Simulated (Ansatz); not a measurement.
# BrGeH4OP: how energies converge with the basis set

Aim: see how fast density functionals converge with the basis set for BrGeH4OP.

The runs use Ansatz 0.2.0, Gaussian basis; one geometry, several basis sets.

Plan: PBE0-D4/def2-SVP; ωB97M-V/def2-SVP; PBE0-D4/def2-QZVPP; ωB97M-V/def2-QZVPP; the functionals' def2-TZVPP values are taken from earlier runs.

**1. The relaxed structure**

The geometry comes from an earlier relaxation with PBE0-D4 in a triple-zeta def2 set; it is a stationary point, not always the lowest conformer.

SMILES `[OH][GeH]([PH2])[Br]`, 8 atoms, charge 0, spin multiplicity 1.

Atoms are counted from 1 here; the program's logs count them from 0.

Bond lengths: O1–Ge2 1.770 Å, O1–H5 0.961 Å, Ge2–P3 2.301 Å, Ge2–Br4 2.318 Å, Ge2–H6 1.540 Å, P3–H7 1.423 Å, P3–H8 1.421 Å. Angles: Ge2–O1–H5 113.2°, O1–Ge2–P3 104.8°, O1–Ge2–Br4 109.1°, O1–Ge2–H6 110.2°, P3–Ge2–Br4 108.1°, P3–Ge2–H6 119.1°, Br4–Ge2–H6 105.3°, Ge2–P3–H7 92.2°, Ge2–P3–H8 91.4°, H7–P3–H8 92.9°.

**2. PBE0-D4 in def2-SVP**

The input, in.yaml:

```yaml
crystal:
  periodic: [false, false, false]
  atoms:
    - {symbol: O, position_ang: [0.180539, 1.478755, -1.124033]}
    - {symbol: Ge, position_ang: [-0.386027, 0.249606, 0.017071]}
    - {symbol: P, position_ang: [1.167416, -1.441457, -0.124243]}
    - {symbol: Br, position_ang: [-2.422881, -0.582090, -0.714081]}
    - {symbol: H, position_ang: [-0.407604, 2.235855, -1.186831]}
    - {symbol: H, position_ang: [-0.676129, 0.888963, 1.388004]}
    - {symbol: H, position_ang: [2.074111, -0.752448, 0.728611]}
    - {symbol: H, position_ang: [0.562875, -2.134385, 0.959600]}
basis:
  gaussian: {orbitals: def2-SVP}
hamiltonian: {xc: pbe0, dispersion: d4}
output: {orbitals: {seedname: orbitals}}
```

On the command line:

```bash
ansatz run in.yaml --threads 4 --pin off --events-out ev --progress --plain --max-ram 10444MiB
```

After this run come: ωB97M-V in def2-SVP; PBE0-D4 in def2-QZVPP; ωB97M-V in def2-QZVPP.

**Question.** What will the summary of the whole plan be? Wanted: PBE0-D4: double and triple zeta above quadruple; ωB97M-V: double and triple zeta above quadruple.

As calculated:

| quantity | value |
| --- | --- |
| PBE0-D4: double and triple zeta above quadruple | 24.66, 3.07 eV |
| ωB97M-V: double and triple zeta above quadruple | 24.56, 2.97 eV |

**Reading.** PBE0-D4 gains 21.59 eV from double to triple zeta, then 3.07 eV more. These are total energies; as a rule much of such shifts cancels in differences, which this series doesn't test. The LUMO of ωB97M-V is positive and keeps falling with the basis (1.63 to 0.97 eV): an unbound level that the basis holds in place.
